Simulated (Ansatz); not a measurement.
Working through an all-electron equation of state of HfOs, space group Pm-3m

Program: Ansatz's Python interface.

At the Python prompt:
```pycon
>>> import warnings
>>> import ansatz
>>> from ase.eos import EquationOfState
>>> from ase.units import GPa
>>> import numpy as np
>>> vectors0 = np.array([
...     [3.239, 0.0, 0.0],
...     [0.0, 3.239, 0.0],
...     [0.0, 0.0, 3.239],
... ])
>>> sites = [
...     ("Hf", (0.0, 0.0, 0.0)),
...     ("Os", (0.5, 0.5, 0.5)),
... ]
>>> def build(cell):
...     crystal = ansatz.Crystal(lattice=ansatz.Lattice.of(cell))
...     for symbol, position in sites:
...         crystal = crystal.atom(symbol, position)
...     return crystal
...
>>> warnings.simplefilter("ignore", ansatz.DeckWarning)
>>> volumes, energies = [], []
>>> for scale in np.linspace(0.94, 1.06, 5):
...     cell = vectors0 * scale ** (1 / 3)
...     setup = (
...         build(cell).calculation()
...         .functional("lda")
...         .occupations("methfessel_paxton", width=0.15)
...         .kpoints(9, 9, 9)
...         .pseudopotentials("all_electron", lapw=True)
...     )
...     data = setup.run(threads=1).report
...     volumes.append(abs(np.linalg.det(cell)) / len(sites))
...     energies.append(data["free_energy_ev"] / len(sites))
...     print(f"{scale:.3f} {volumes[-1]:9.4f} A^3/atom {energies[-1]:16.5f} eV/atom  (estimated basis error {1000 * data['lapw_basis_errors']['total_ev_per_atom']:.2f} meV/atom)")
...
0.940   15.9709 A^3/atom    -439583.62519 eV/atom  (estimated basis error 0.06 meV/atom)
0.970   16.4807 A^3/atom    -439583.63387 eV/atom  (estimated basis error 0.06 meV/atom)
1.000   16.9904 A^3/atom    -439583.61883 eV/atom  (estimated basis error 0.06 meV/atom)
1.030   17.5001 A^3/atom    -439583.58348 eV/atom  (estimated basis error 0.07 meV/atom)
1.060   18.0098 A^3/atom    -439583.53065 eV/atom  (estimated basis error 0.07 meV/atom)
>>> v0, e0, bulk = EquationOfState(volumes, energies, eos="birchmurnaghan").fit()
>>> print(f"V0 = {v0:.4f} A^3/atom, B0 = {bulk / GPa:.1f} GPa")
V0 = 16.4009 A^3/atom, B0 = 245.1 GPa
```

A third-order Birch-Murnaghan fit through the 5 points has its minimum at 16.40 Å³ an atom, 3.5 % below the typed cell, with a bulk modulus of 245 GPa and dB/dP = 3.9. From that minimum the energy rises by 9.0 meV an atom on the compressed side and 103.5 meV on the expanded side. The window is off centre, so dB/dP is rough.

Reading the output:
- All-electron totals depend on functional, relativistic treatment and basis; only differences at equal settings carry meaning.
- The mesh is modest for a metal, so energies can be off by several to tens of meV an atom and pressures by half a GPa or more; differences at equal mesh fare better.
- Spin-orbit coupling, which matters for elements this heavy, is left out.
- The structure is a deposited one; some such entries were measured under pressure or heat, so a shift against it needn't be the functional's error alone.
- Hardware and time: 120 s on 1 thread of Arm Neoverse V2, on a shared host, peak memory 0.52 GiB.
